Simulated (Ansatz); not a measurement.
# doublet CH2BF3O+ at 6 levels

We compute a comparison of 6 runs (UHF/STO-3G, U-revPBE/def2-SVP, U-wB97X/def2-SVP, UB2PLYP/def2-SVP, UBLYP/def2-SVP, USVWN5/def2-SVP) of doublet CH2BF3O+. 

Program for the calculation: Ansatz 0.2.0.

97 further runs of the same task are left out: 97 set aside as unsound or not needed. Runs told in other sessions of the task aren't counted.

### 1 The molecule

CH2BF3O+: 8 atoms, total charge +1, spin state doublet. As SMILES of the parent species, `OC(F)B(F)F`. The coordinates come from a PBE0-D4/def2-TZVP relaxation. This is one conformer, not always the lowest. That shape belongs to the parent species and isn't relaxed for this state.

Bond lengths: O1–C2 1.380 Å, C2–F3 1.386 Å, C2–B4 1.595 Å, B4–F5 1.314 Å, B4–F6 1.309 Å, O1–H7 0.962 Å, C2–H8 1.100 Å. Angles: O1–C2–F3 110.6°, O1–C2–B4 107.3°, F3–C2–B4 110.4°, C2–B4–F5 119.4°, C2–B4–F6 122.0°, F5–B4–F6 118.6°, O1–C2–H8 111.6°, F3–C2–H8 105.5°, B4–C2–H8 111.5°, C2–O1–H7 109.7°.

### 2 A single-point energy at UHF/STO-3G (run 1)

File molecule.yaml:

```yaml
crystal:
  periodic: [false, false, false]
  atoms:
    - symbol: O
      position_ang: [-0.197300, -1.323900, 0.466200]
    - symbol: C
      position_ang: [0.446500, -0.164100, 0.086400]
    - symbol: F
      position_ang: [1.166700, 0.362800, 1.146700]
    - symbol: B
      position_ang: [-0.673500, 0.866000, -0.392200]
    - symbol: F
      position_ang: [-1.258000, 0.689100, -1.556000]
    - symbol: F
      position_ang: [-1.023000, 1.898300, 0.333000]
    - symbol: H
      position_ang: [0.445400, -2.033100, 0.566400]
    - symbol: H
      position_ang: [1.185400, -0.352200, -0.706200]
basis:
  gaussian: {orbitals: STO-3G}
total_charge: 1
magnetization: {spin_polarized: true, initial_magnetization: 1}
hamiltonian: {xc: hf}
accuracy: high
output: {orbitals: {seedname: orbitals}}
```

Launch:

```
$ ansatz run molecule.yaml --threads 1 --pin off --max-ram 3480MiB --events-out events.jsonl --progress --plain --runs-dir runs
```

What it wrote:

```text
Warning: RAYON_NUM_THREADS=1 ignored (pool sized by the plan → 1); use --threads N
Functional definition: HF
  name "HF"
  exchange = exact_x
  correlation = 0
670 factors; integrals over basis functions are off by at most 3.9e-8 eV
mean field evaluation 1: about -11710.8464 eV, gradient 3.3e1 eV
mean field evaluation 2: about -11711.0483 eV, gradient 3.3e1 eV
mean field evaluation 4: about -11718.7673 eV, gradient 1.9e0 eV
mean field evaluation 8: about -11718.7050 eV, gradient 1.3e0 eV
mean field evaluation 16: about -11719.4099 eV, gradient 1.3e0 eV
mean field evaluation 32: about -11719.4476 eV, gradient 4.5e-1 eV
mean field evaluation 64: about -11711.4448 eV, gradient 2.5e1 eV
mean field evaluation 96: about -11719.4977 eV, gradient 1.8e0 eV
mean field evaluation 128: about -11715.0775 eV, gradient 2.1e1 eV
mean field -11720.19839413 eV, -430.7093467485 hartree, gradient 2.8e-8 eV, S^2 0.762532; 4 other end points of the search recorded, 0 dependent functions left out
reference -11720.19839413 eV, -430.7093467485 hartree; 24, 23 occupied and 8, 9 virtual orbitals, 670 factors
Total energy: -11720.19839413 eV, -430.7093467485 hartree
```

Wall time 2.4 s (1 thread of Arm Neoverse V2, shared host); peak memory 0.093 GiB.

### 3 The energy at U-revPBE/def2-SVP (run 2)

File input.yaml:

```yaml
crystal:
  periodic: [false, false, false]
  atoms:
    - {symbol: O, position_ang: [-0.197300, -1.323900, 0.466200]}
    - {symbol: C, position_ang: [0.446500, -0.164100, 0.086400]}
    - {symbol: F, position_ang: [1.166700, 0.362800, 1.146700]}
    - {symbol: B, position_ang: [-0.673500, 0.866000, -0.392200]}
    - {symbol: F, position_ang: [-1.258000, 0.689100, -1.556000]}
    - {symbol: F, position_ang: [-1.023000, 1.898300, 0.333000]}
    - {symbol: H, position_ang: [0.445400, -2.033100, 0.566400]}
    - {symbol: H, position_ang: [1.185400, -0.352200, -0.706200]}
basis:
  gaussian:
    orbitals: def2-SVP
total_charge: 1
magnetization:
  spin_polarized: true
  initial_magnetization: 1
hamiltonian:
  xc: {name: revPBE}
accuracy: high
output: {orbitals: {seedname: orbitals}}
```

Launch:

```
$ ansatz run input.yaml --threads 1 --pin off --max-ram 3480MiB --events-out events.jsonl --progress --plain --runs-dir runs
```

What it wrote:

```text
Warning: RAYON_NUM_THREADS=1 ignored (pool sized by the plan → 1); use --threads N
Functional definition: revPBE
  name "revPBE"
  parameter kappa = 1.245
  parameter beta = 0.06672455060314922
  exchange = pbe_x(kappa = kappa, mu = beta*pi^2/3)
  correlation = pbe_c(beta = beta)
2125 factors; integrals over basis functions are off by at most 8.8e-9 eV
mean field evaluation 1: about -11912.8755 eV, gradient 5.4e1 eV
mean field evaluation 2: about -11882.2689 eV, gradient 1.1e2 eV
mean field evaluation 4: about -11919.8440 eV, gradient 2.4e1 eV
mean field evaluation 8: about -11922.3063 eV, gradient 6.3e-1 eV
mean field evaluation 16: about -11922.3067 eV, gradient 1.8e-3 eV
mean field evaluation 32: about -11917.3331 eV, gradient 2.3e1 eV
mean field -11922.30667328 eV, -438.1366890132 hartree, gradient 3.6e-8 eV, S^2 0.751162; 6 other end points of the search recorded, 0 dependent functions left out
reference -11922.30667700 eV, -438.1366891502 hartree; 24, 23 occupied and 70, 71 virtual orbitals, 2125 factors
Total energy: -11922.30667700 eV, -438.1366891502 hartree
```

Wall time 16 s (1 thread of Arm Neoverse V2, shared host); peak memory 0.32 GiB.

Runs 3 to 5 aren't shown in full; the table further down has their settings and results.

### 4 The energy at USVWN5/def2-SVP (run 6)

Changes to input.yaml since step 3:

```diff
@@ -12,11 +12,7 @@
 basis:
-  gaussian:
-    orbitals: def2-SVP
+  gaussian: {orbitals: def2-SVP}
+hamiltonian: {xc: {name: SVWN5}}
 total_charge: 1
-magnetization:
-  spin_polarized: true
-  initial_magnetization: 1
-hamiltonian:
-  xc: {name: revPBE}
+magnetization: {spin_polarized: true, initial_magnetization: 1}
+output: {orbitals: {seedname: orbitals}}
 accuracy: high
-output: {orbitals: {seedname: orbitals}}
```

Launch:

```
$ ansatz run input.yaml --threads 1 --pin off --max-ram 3480MiB --events-out events.jsonl --progress --plain --runs-dir runs
```

What it wrote:

```text
Warning: RAYON_NUM_THREADS=1 ignored (pool sized by the plan → 1); use --threads N
Functional definition: SVWN5
  name "SVWN5"
  exchange = slater_x
  correlation = vwn5_c
2125 factors; integrals over basis functions are off by at most 8.8e-9 eV
mean field evaluation 1: about -11833.7850 eV, gradient 5.4e1 eV
mean field evaluation 2: about -11803.0227 eV, gradient 1.1e2 eV
mean field evaluation 4: about -11841.3121 eV, gradient 2.1e1 eV
mean field evaluation 8: about -11843.2007 eV, gradient 3.5e-1 eV
mean field evaluation 16: about -11843.1993 eV, gradient 2.5e-3 eV
mean field evaluation 32: about -11842.0948 eV, gradient 8.8e0 eV
mean field -11843.19933249 eV, -435.2295478600 hartree, gradient 2.2e-8 eV, S^2 0.750656; 6 other end points of the search recorded, 0 dependent functions left out
reference -11843.19933536 eV, -435.2295479655 hartree; 24, 23 occupied and 70, 71 virtual orbitals, 2125 factors
Total energy: -11843.19933536 eV, -435.2295479655 hartree
```

It took 8.1 s on 1 thread of Arm Neoverse V2, shared host; peak memory 0.29 GiB.

### 5 Overview of the runs

```csv
run,level,frozen core orbitals,energy (Eh),HOMO energy (eV),LUMO energy (eV),⟨S²⟩,wall time
1,UHF/STO-3G,–,-430.709347,-17.29,-5.44,0.763,2.4 s
2,U-revPBE/def2-SVP,–,-438.136689,-15.29,-14.75,0.751,16 s
3,U-wB97X/def2-SVP,–,-438.150396,-19.65,-12.40,0.753,2 min
4,UB2PLYP/def2-SVP,6,-437.891575,-18.33,-13.18,0.760,34 s
5,UBLYP/def2-SVP,–,-438.220764,-15.23,-14.71,0.751,15 s
6,USVWN5/def2-SVP,–,-435.229548,-15.55,-15.03,0.751,8.1 s
```

### 6 Outcome

```
                                 quantity          value
                      run 6: total energy  -435.22955 Eh
run 6: HOMO energy (highest over α and β)      -15.55 eV
 run 6: LUMO energy (lowest over α and β)      -15.03 eV
                              run 6: ⟨S²⟩          0.751
```

What this shows: Totals of different functionals can't be ranked against each other. In run 1 the basis is minimal, so the values are rough. All runs together took 3.2 min, the longest 2 min.
